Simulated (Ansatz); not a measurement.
# CH2AlFO: how energies converge with the basis set

The task here is to estimate one member of a computed series from the others.

Computed with Ansatz 0.2.0, Gaussian basis. Level: one geometry, several basis sets.

Levels to be run: PBE0-D4/def2-SVP; ωB97M-V/def2-SVP; PBE0-D4/def2-QZVPP; ωB97M-V/def2-QZVPP; the functionals' def2-TZVPP values are taken from earlier runs.

### The relaxed structure

An earlier PBE0-D4 in a triple-zeta def2 set relaxation fixed the geometry.

SMILES `[F][Al]1[CH2][O]1`, 6 atoms, charge 0, spin multiplicity 1.

Atoms are counted from 1 here; the program's logs count them from 0.

Bond lengths: F1–Al2 1.634 Å, Al2–C3 1.867 Å, Al2–O4 1.690 Å, C3–O4 1.507 Å, C3–H5 1.090 Å, C3–H6 1.090 Å. Angles: F1–Al2–C3 168.9°, F1–Al2–O4 141.3°, C3–Al2–O4 49.8°, Al2–C3–O4 58.9°, Al2–C3–H5 123.7°, Al2–C3–H6 123.7°, O4–C3–H5 112.4°, O4–C3–H6 112.4°, H5–C3–H6 111.1°, Al2–O4–C3 71.2°.

Set-up of the first run:

File in.yaml:

```yaml
crystal:
  periodic: [false, false, false]
  atoms:
    - {symbol: F, position_ang: [-0.391796, -2.590736, 0.634582]}
    - {symbol: Al, position_ang: [-0.190299, -1.024519, 0.215913]}
    - {symbol: C, position_ang: [0.331959, 0.748363, -0.049716]}
    - {symbol: O, position_ang: [-0.897659, 0.191062, -0.720311]}
    - {symbol: H, position_ang: [1.093151, 1.053655, -0.767309]}
    - {symbol: H, position_ang: [0.096743, 1.558074, 0.640641]}
basis:
  gaussian: {orbitals: def2-SVP}
hamiltonian: {xc: pbe0, dispersion: d4}
output: {orbitals: {seedname: orbitals}}
```

Launch:

```sh
$ ansatz run in.yaml --threads 2 --pin off --events-out ev --progress --plain --max-ram 4352MiB
```

Steps of the session up to this table: PBE0-D4 in def2-SVP; ωB97M-V in def2-SVP; PBE0-D4 in def2-QZVPP; ωB97M-V in def2-QZVPP.

One of the session's tables, all rows but one given; the rest of the session is left out.

It belongs to the step «Density functionals: the series». 

```
functional       basis  HOMO (eV)  LUMO (eV)
   PBE0-D4    def2-SVP      -6.84      -1.55
   PBE0-D4  def2-TZVPP      -6.94      -1.68
   PBE0-D4  def2-QZVPP      -6.98      -1.76
   ωB97M-V    def2-SVP      -9.08       0.24
   ωB97M-V  def2-TZVPP      -9.20       0.06
   ωB97M-V  def2-QZVPP          ?          ?
```

**Question.** Estimate the row for ωB97M-V, def2-QZVPP.

As computed: HOMO (eV): -9.24; LUMO (eV): -0.17. In the column «HOMO (eV)» it is the lowest.
